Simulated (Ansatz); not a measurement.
# HfO2 (P4_2/mnm): equation of state with a fit in Python

Where is the equilibrium volume of HfO2 (P4_2/mnm), and how stiff is it? The task is an equation of state with a fit, for HfO2 (P4_2/mnm).

All numbers are computed with Ansatz 0.2.0, driven from Python. Level of theory: DFT LDA, plane waves, PAW.

## 1. The structure

Symmetry: P4_2/mnm, No. 136, tetragonal system. The conventional cell has a = 4.814 Å, b = 4.814 Å, c = 3.205 Å, α = 90.00°, β = 90.00°, γ = 90.00°. Hf (site symmetry mmm) has 6 O at 2.08 Å as nearest neighbours. Around O (site symmetry m2m) lie 3 Hf at 2.08 Å.

No structure file is read: the coordinates are typed or built in the script.

## 2. The script

Contents of eos_hfo2.py:

```python
"""Bulk modulus of HfO2 from an E(V) curve."""

import argparse

import ansatz as az
import numpy as np
from pymatgen.analysis.eos import EOS

parser = argparse.ArgumentParser(description="Bulk modulus of HfO2 from an E(V) curve.")
parser.add_argument("--filling", default="fermi_dirac", help="how the bands are filled")
parser.add_argument("--smearing-width", type=float, required=True, help="smearing width (eV)")
parser.add_argument("--ecut", type=float, default=500.0, help="plane-wave cutoff (eV)")
parser.add_argument("--mesh", type=int, nargs=3, required=True, help="k-point sampling")
args = parser.parse_args()

vectors0 = np.array([
    [4.813533, 0.0, 0.0],
    [0.0, 4.813533, 0.0],
    [0.0, 0.0, 3.205415],
])
sites = [
    ("Hf", [0.0, 0.0, 0.0]),
    ("Hf", [0.5, 0.5, 0.5]),
    ("O", [0.194955, 0.805045, 0.5]),
    ("O", [0.305045, 0.305045, 0.0]),
    ("O", [0.694955, 0.694955, 0.0]),
    ("O", [0.805045, 0.194955, 0.5]),
]


def make_crystal(cell):
    crystal = az.Crystal(lattice=az.Lattice.of(cell))
    for symbol, position in sites:
        crystal = crystal.atom(symbol, position)
    return crystal

# scale the volume, keep shape and fractions
volumes, energies, pressures = [], [], []
for scale in np.linspace(0.88, 1.12, 7):
    cell = vectors0 * scale ** (1 / 3)
    setup = (
        make_crystal(cell).calculation()
        .functional(az.Functional.LDA)
        .pseudopotentials("paw")
        .occupations(args.filling, width=args.smearing_width)
        .basis(args.ecut)
        .kpoints(*args.mesh)
        .stress()
    )
    data = setup.run(threads=1, backend="cpu").report
    volumes.append(abs(np.linalg.det(cell)) / len(sites))
    energies.append(data["free_energy_ev"] / len(sites))
    pressures.append(np.trace(data["stress_gpa"]) / 3)
    print(f"V = {volumes[-1]:8.4f} A^3/atom  F = {energies[-1]:.5f} eV/atom  P = {pressures[-1]:8.3f} GPa")

for form in ["pourier_tarantola"]:
    fit = EOS(eos_name=form).fit(volumes, energies)
    print(f"{form:18s} V0 {fit.v0:8.4f} A^3/atom  B0 {fit.b0_GPa:7.1f} GPa  B1 {fit.b1:5.2f}")
```

## 3. The input behind the calls

The package turns the script's settings into the engine's input (first run):

```yaml
crystal:
  lattice:
    - [4.612731519765399, 0.0, 0.0]
    - [0.0, 4.612731519765399, 0.0]
    - [0.0, 0.0, 3.071697816225381]
  atoms:
    - { symbol: Hf, position: [0.0, 0.0, 0.0] }
    - { symbol: Hf, position: [0.5, 0.5, 0.5] }
    - { symbol: O, position: [0.194955, 0.805045, 0.5] }
    - { symbol: O, position: [0.305045, 0.305045, 0.0] }
    - { symbol: O, position: [0.694955, 0.694955, 0.0] }
    - { symbol: O, position: [0.805045, 0.194955, 0.5] }
basis:
  ecutwfc: 500.0
kpoints:
  mp_grid:
    grid: [4, 4, 6]
hamiltonian:
  xc: lda
  pseudopotentials:
    kind: paw
scf:
  occupations:
    method: fermi_dirac
    width: 0.05
output:
  stress: true
```

## 4. The run

Command:

```bash
> python eos_hfo2.py --smearing-width 0.05 --mesh 4 4 6
```

**Question.** Estimate the equilibrium volume and the bulk modulus.

**Answer**, as computed:

| quantity | value |
| --- | --- |
| runs compared | 7 |
| range of energy | 139.06 meV/atom |
| lowest point, volume (Å³/atom) | 12.378 |
| equilibrium volume (fit) | 12.18 Å³/atom |
| bulk modulus (fit) | 243 GPa |

**Reading.** A third-order Birch-Murnaghan fit through the 7 points (the script's own form differs a little) has its minimum at 12.18 Å³ an atom, 1.6 % below the typed cell, with a bulk modulus of 243 GPa and dB/dP = 4.2. From that minimum the energy rises by 125.1 meV an atom on the compressed side and 141.5 meV on the expanded side. Spin is left out of this run. Shape and fractional positions are held along the curve, so the bulk modulus is an upper value where they are free to relax. Pressure is positive in compression. Spin-orbit coupling, which matters for elements this heavy, is left out. The structure comes from a database of computed cells and needn't be a stable or known phase.
